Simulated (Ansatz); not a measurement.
**r2SCAN0/STO-3G run of CH2FN (SMILES N=CF)**

Aim: the electronic atomisation energy of CH2FN at r2SCAN0/STO-3G, from 5 runs. 

Program for the calculation: Ansatz 0.2.0.

## (1) Starting point

CH2FN: 5 atoms, total charge 0, spin state singlet. As SMILES, `N=CF`. The shape is that of a PBE0-D4/def2-TZVP optimisation.

Bond lengths: N1–C2 1.242 Å, C2–F3 1.328 Å, N1–H4 1.016 Å, C2–H5 1.092 Å. Angles: N1–C2–F3 120.0°, N1–C2–H5 129.8°, F3–C2–H5 110.2°, C2–N1–H4 110.6°.

## (2) The energy at r2SCAN0/STO-3G

run.yaml reads:

```yaml
crystal:
  periodic: [false, false, false]
  atoms:
    - {symbol: "N", position_ang: [-0.719900, -0.454400, -0.439800]}
    - {symbol: C, position_ang: [0.296500, -0.034500, 0.137300]}
    - {symbol: F, position_ang: [1.242400, -0.884800, 0.520800]}
    - {symbol: H, position_ang: [-1.343900, 0.314100, -0.667300]}
    - {symbol: H, position_ang: [0.574800, 0.986000, 0.407600]}
basis:
  gaussian: {orbitals: STO-3G}
hamiltonian: {xc: {name: r2SCAN0}}
accuracy: high
```

Started as:

```bash
$ ansatz run run.yaml --threads 1 --pin off --max-ram 2610MiB --events-out events.jsonl --progress --plain --runs-dir runs
```

Standard output:

```text
Warning: RAYON_NUM_THREADS=1 ignored (pool sized by the plan → 1); use --threads N
Functional definition: r2SCAN0
  name "r2SCAN0"
  parameter a = 0.25
  parameter k0 = 0.174
  parameter k1 = 0.065
  parameter a1 = 4.9479
  exchange = (1 - a)*r2scan_x(k0 = k0, k1 = k1, a1 = a1) + a*exact_x
  correlation = r2scan_c
298 factors; integrals over basis functions are off by at most 1.2e-8 eV
mean field evaluation 1: about -5198.2935 eV, gradient 2.8e1 eV
mean field evaluation 2: about -5195.2279 eV, gradient 4.5e1 eV
mean field evaluation 4: about -5200.6289 eV, gradient 1.2e0 eV
mean field evaluation 8: about -5200.6126 eV, gradient 3.0e-3 eV
mean field evaluation 16: about -5200.6126 eV, gradient 1.9e-8 eV
mean field -5200.61264967 eV, -191.1189897734 hartree, gradient 1.9e-8 eV, S^2 0.000000; 0 other end points of the search recorded, 0 dependent functions left out
reference -5200.61264989 eV, -191.1189897814 hartree; 12, 12 occupied and 5, 5 virtual orbitals, 298 factors
Total energy: -5200.61264989 eV, -191.1189897814 hartree
```

Run time: 1.8 s. Hardware: 1 thread of Arm Neoverse V2, shared host; peak memory 0.12 GiB.

## (3) The C atom

molecule.yaml reads:

```yaml
basis:
  gaussian:
    orbitals: STO-3G
crystal:
  periodic: [false, false, false]
  atoms:
    - symbol: C
      position_ang: [0.000000, 0.000000, 0.000000]
magnetization:
  spin_polarized: true
  initial_magnetization: 2
hamiltonian:
  xc: {name: r2SCAN0}
accuracy: high
```

Run the same way, it converges to -37.33469 Eh (log not shown).

## (4) The F atom at the same level

molecule.yaml reads:

```yaml
crystal:
  periodic: [false, false, false]
  atoms:
    - {symbol: F, position_ang: [0.000000, 0.000000, 0.000000]}
basis:
  gaussian:
    orbitals: STO-3G
total_charge: 0
accuracy: high
hamiltonian:
  xc: {name: r2SCAN0}
magnetization:
  spin_polarized: true
  initial_magnetization: 1
```

Run the same way, it converges to -98.26148 Eh (log not shown).

## (5) The H atom, same level

input.yaml reads:

```yaml
crystal:
  periodic: [false, false, false]
  atoms:
    - {symbol: H, position_ang: [0.000000, 0.000000, 0.000000]}
basis:
  gaussian:
    orbitals: STO-3G
magnetization:
  spin_polarized: true
  initial_magnetization: 1
hamiltonian:
  xc: {name: r2SCAN0}
accuracy: high
```

Run the same way, it converges to -0.46649 Eh (log not shown).

## (6) The N atom, same level

job.yaml reads:

```yaml
crystal:
  periodic: [false, false, false]
  atoms:
    - {symbol: "N", position_ang: [0.000000, 0.000000, 0.000000]}
basis:
  gaussian: {orbitals: STO-3G}
magnetization: {spin_polarized: true, initial_magnetization: 3}
hamiltonian: {xc: {name: r2SCAN0}}
accuracy: high
```

Started as:

```bash
$ ansatz run job.yaml --threads 1 --pin off --max-ram 2610MiB --events-out events.jsonl --progress --plain --runs-dir runs
```

Standard output (excerpt; [...] marks lines left out):

```text
Warning: RAYON_NUM_THREADS=1 ignored (pool sized by the plan → 1); use --threads N
[... 8 set-up lines as earlier in the session ...]
15 factors; integrals over basis functions are off by at most 1.1e-9 eV
mean field evaluation 1: about -1466.2487 eV, gradient 9.7e-11 eV
mean field evaluation 2: about -1466.2396 eV, gradient 3.6e-10 eV
mean field -1466.23964638 eV, -53.8833131514 hartree, gradient 0.0e0 eV, S^2 3.750000; 0 other end points of the search recorded, 0 dependent functions left out
reference -1466.23964652 eV, -53.8833131565 hartree; 5, 2 occupied and 0, 3 virtual orbitals, 15 factors
Total energy: -1466.23964652 eV, -53.8833131565 hartree
```

Run time: 0.5 s. Hardware: 1 thread of Arm Neoverse V2, shared host; peak memory 0.092 GiB.

## (7) Summary of results

Level: r2SCAN0/STO-3G.

| quantity | value |
| --- | --- |
| molecule: total energy | -191.11899 Eh |
| C atom: total energy | -37.33469 Eh |
| C atom: ⟨S²⟩ | 2.000 |
| F atom: total energy | -98.26148 Eh |
| F atom: ⟨S²⟩ | 0.750 |
| H atom: total energy | -0.46649 Eh |
| H atom: ⟨S²⟩ | 0.750 |
| N atom: total energy | -53.88331 Eh |
| N atom: ⟨S²⟩ | 3.750 |
| electronic atomisation energy | 19.226 eV |

What this shows: Taking the molecule apart into free atoms costs 19.23 eV (1855 kJ/mol), before zero-point energy and without spin-orbit coupling. In a minimal basis such a difference can be off by several eV, whatever the method.
